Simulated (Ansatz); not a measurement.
# CH3FSSiZn: the cost of one run

Computed with Ansatz 0.2.0. Level: RKS r2SCAN0-D4/def2-SVP.

## Step 1: The system as given

SMILES `F[CH]1S[SiH2][Zn]1`, 8 atoms, charge 0, spin multiplicity 1.

Atoms are counted from 1 here; the program's logs count them from 0.

Bond lengths: F1–C2 1.375 Å, C2–S3 1.861 Å, C2–Zn5 2.040 Å, C2–H6 1.112 Å, S3–Si4 2.225 Å, S3–Zn5 2.722 Å, Si4–Zn5 2.369 Å, Si4–H7 1.508 Å, Si4–H8 1.511 Å. Angles: F1–C2–S3 112.7°, F1–C2–Zn5 115.2°, F1–C2–H6 108.5°, S3–C2–Zn5 88.4°, S3–C2–H6 106.0°, Zn5–C2–H6 123.7°, C2–S3–Si4 102.8°, C2–S3–Zn5 48.5°, Si4–S3–Zn5 56.1°, S3–Si4–Zn5 72.6°, S3–Si4–H7 106.7°, S3–Si4–H8 113.0°, Zn5–Si4–H7 126.0°, Zn5–Si4–H8 123.4°, H7–Si4–H8 106.8°, C2–Zn5–S3 43.1°, C2–Zn5–Si4 92.8°, S3–Zn5–Si4 51.2°.

As a file:

```xyz
8
CH3FSSiZn
F     0.19265    0.70757    2.35755
C     0.51293    1.05561    1.06685
S     1.12979   -0.38640    0.06591
Si   -0.64805   -0.94023   -1.15125
Zn   -1.06908    1.19410   -0.21406
H     1.34841    1.78865    1.09575
H    -0.14815   -1.21237   -2.54806
H    -1.31850   -2.20694   -0.67268
```

## Step 2: Relaxation

Input file input.yaml:

```yaml
crystal:
  periodic: [false, false, false]
  atoms:
    - { symbol: F, position_ang: [0.192647, 0.707567, 2.357548] }
    - { symbol: C, position_ang: [0.512933, 1.055614, 1.066848] }
    - { symbol: S, position_ang: [1.12979, -0.386399, 0.065909] }
    - { symbol: Si, position_ang: [-0.648049, -0.940233, -1.151255] }
    - { symbol: Zn, position_ang: [-1.069078, 1.194098, -0.214061] }
    - { symbol: H, position_ang: [1.348408, 1.788649, 1.095748] }
    - { symbol: H, position_ang: [-0.14815, -1.212369, -2.548055] }
    - { symbol: H, position_ang: [-1.318501, -2.206937, -0.672682] }
basis:
  gaussian: { orbitals: def2-SVP }
hamiltonian:
  xc: { name: r2SCAN0 }
  dispersion: d4
output:
  forces: true
relax:
  f_tol: 0.003
  max_steps: 120
```

Command:

```
$ ansatz run input.yaml --threads 1 --pin off --max-ram 2560MiB --backend cpu --events-out ev --progress --plain --runs-dir out
```

Q: Estimate wall time and peak memory on 1 thread of Arm Neoverse V2, shared host.

About 1.8 min, with a peak of 0.3 GiB.
